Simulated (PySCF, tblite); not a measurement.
# C6H15BO2: geometry, infrared bands and NMR shifts

What infrared bands and NMR shifts should C6H15BO2 (`CCOBC(C)(C)OC`) show?

Computed with tblite 0.8.0 and PySCF 2.14.0, with density-fitted response routines of our own, on a single molecule in the gas phase. Atoms count from 0, in the outputs and in this text.

## Step 1: The starting structure

24 atoms, charge 0, multiplicity 1; geometry from: force field or distance geometry start.

Bonds of the start (Å): C0–C1 1.54, C1–O2 1.36, O2–B3 1.47, B3–C4 1.61, C4–C5 1.52, C4–C6 1.51, C4–O7 1.38, O7–C8 1.37, C0–H9 1.11, C0–H10 1.11, C0–H11 1.11, C1–H12 1.14, C1–H13 1.10, B3–H14 1.18, C5–H15 1.11, C5–H16 1.10, C5–H17 1.12, C6–H18 1.12, C6–H19 1.11, C6–H20 1.11, C8–H21 1.09, C8–H22 1.13, C8–H23 1.12.

## Step 2: Optimising the geometry with GFN2-xTB

The job: settings as JSON, then the geometry in Å.

```
{"job": {"kind": "relax", "xc": "GFN2-xTB", "basis": "xTB"}, "charge": 0, "multiplicity": 1}
C      3.219700     1.052800     0.571700
C      2.037200     0.553900    -0.287800
O      0.879400     1.218900    -0.016000
B     -0.273500     0.781600    -0.815100
C     -1.060200    -0.504400    -0.250300
C     -0.322600    -1.693000    -0.854400
C     -2.463900    -0.565800    -0.812100
O     -0.969900    -0.620600     1.124500
C     -1.485800     0.440200     1.828700
H      2.775800     1.679800     1.369300
H      3.750100     0.171700     0.992200
H      3.935900     1.616900    -0.057600
H      1.870900    -0.492500     0.128500
H      2.331200     0.483400    -1.343500
H     -0.633400     1.399900    -1.752900
H     -1.052200    -2.367900    -1.356200
H      0.191500    -2.194700    -0.017000
H      0.419300    -1.333600    -1.606900
H     -2.478700    -0.259400    -1.885200
H     -3.180000     0.061300    -0.240000
H     -2.775900    -1.633400    -0.811200
H     -2.547000     0.602100     1.615500
H     -1.313300     0.297400     2.935400
H     -0.866400     1.325200     1.548000
```

Launch:

```
> OMP_NUM_THREADS=1 python probes_run.py task.json out
```

One launch serves the whole session: the jobs run in the order shown.

**Question.** This job is followed by: GFN2-xTB harmonic vibrations, gas phase; GIAO PBE0/pcSseg-1 NMR shielding, non-relativistic, gas phase. What will the session give for the following? strongest single infrared mode (GFN2-xTB); zero-point energy (GFN2-xTB); 13C shifts against TMS (PBE0/pcSseg-1, means over atoms taken as alike); 1H shifts against TMS (PBE0/pcSseg-1, means over atoms taken as alike); 17O shifts against H2O (PBE0/pcSseg-1); 11B shifts against BF3·OEt2 (PBE0/pcSseg-1).

As calculated:

```
                                                               quantity                             value
                              strongest single infrared mode (GFN2-xTB)             1380 cm⁻¹, 206 km/mol
                                           zero-point energy (GFN2-xTB)                    129.2 kcal/mol
13C shifts against TMS (PBE0/pcSseg-1, means over atoms taken as alike)  76.6, 65.3, 57.6, 25.6, 20.5 ppm
 1H shifts against TMS (PBE0/pcSseg-1, means over atoms taken as alike)  5.04, 4.91, 3.46, 1.41, 1.22 ppm
                                 17O shifts against H2O (PBE0/pcSseg-1)                   225.7, 54.8 ppm
                            11B shifts against BF3·OEt2 (PBE0/pcSseg-1)                          47.0 ppm
```

The optimisation took 180 steps and gained 1.824 eV; among the close pairs (by a distance rule), O2–B3 changed most, from 1.469 to 1.318 Å. No mode is imaginary among the 66: a minimum at this level. The strongest single mode, at 1380 cm⁻¹, is spread over many atoms; the largest shares are those of B3, O2. Unscaled tight-binding wavenumbers are off by several per cent, some by more. Its intensities can rank the bands wrongly. The most deshielded carbon is C4 (fully substituted sp3 carbon bonded to B and O), at 76.6 ppm: deshielded by the electronegative neighbour. At PBE0/pcSseg-1: The widest tensor belongs to O2: span 402 ppm, with a paramagnetic part of -284 ppm.
